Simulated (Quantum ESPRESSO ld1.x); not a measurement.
**Sn⁴³⁺ in [He] 2s2 2p3: an all-electron calculation**

What are the levels of the tin ion Sn43+, how large are its shells, and how does its energy divide?

Program: Quantum ESPRESSO ld1.x 7.5. Level of theory: Dirac Kohn-Sham, Engel-Vosko exchange with Perdew-Wang LDA correlation, spin-unpolarised, spherical densities, point nucleus; open shells are shared between the two j in proportion to 2j + 1. These are calculated values, not measurements, unless marked.

**1. The atom as given**

```
element       : tin (Z = 50)
charge        : +43
electrons     : 7
configuration : [He] 2s2 2p3
```

The outer shells:

Sn⁴³⁺
```
[He] core
2s [↑↓]
2p [↑ ][↑ ][↑ ]
```

**2. Self-consistent calculation**

ld1.in reads:

```fortran
 &input
    atom='Sn',
    iswitch=1,
    rel=2,
    dft='EV93',
    config='[He] 2s2 2p3',
    rel_dist='average',
    verbosity='high',
    lsmall=.true.,
    prefix='ld1',
    max_out_wfc=37,
    file_charge='ld1.rho',
 /
```

Q: Predict the outcome of this run.

As calculated:

| quantity | value |
| --- | --- |
| total energy | -3977.15 hartree |
| exchange-correlation share of it | 1.64 % |
| −T/E | 1.0685 |
| highest occupied level | 2p3/2, -6969.3 eV |
| most extended occupied level | 2s1/2, <r> = 0.120 bohr |
| radius at density 0.001 e/bohr³ | 0.440 bohr |
| maxima of the radial density | 2 |
| ionisation energy, NIST | 7080 (semi-emp.) eV |

2 principal shells are occupied and 2 maxima appear in the radial density. −T/E is 1.069: with relativity the kinetic term as defined here no longer equals −E. Minus the highest eigenvalue, 6969.3 eV, is 98 % of the tabulated ionisation energy (7080 eV). Spin polarisation and multiplet splitting are left out. Sharing an open shell by 2j + 1 raises it above the true ground level by a part of the spin-orbit splitting, which enters the differences from NIST.
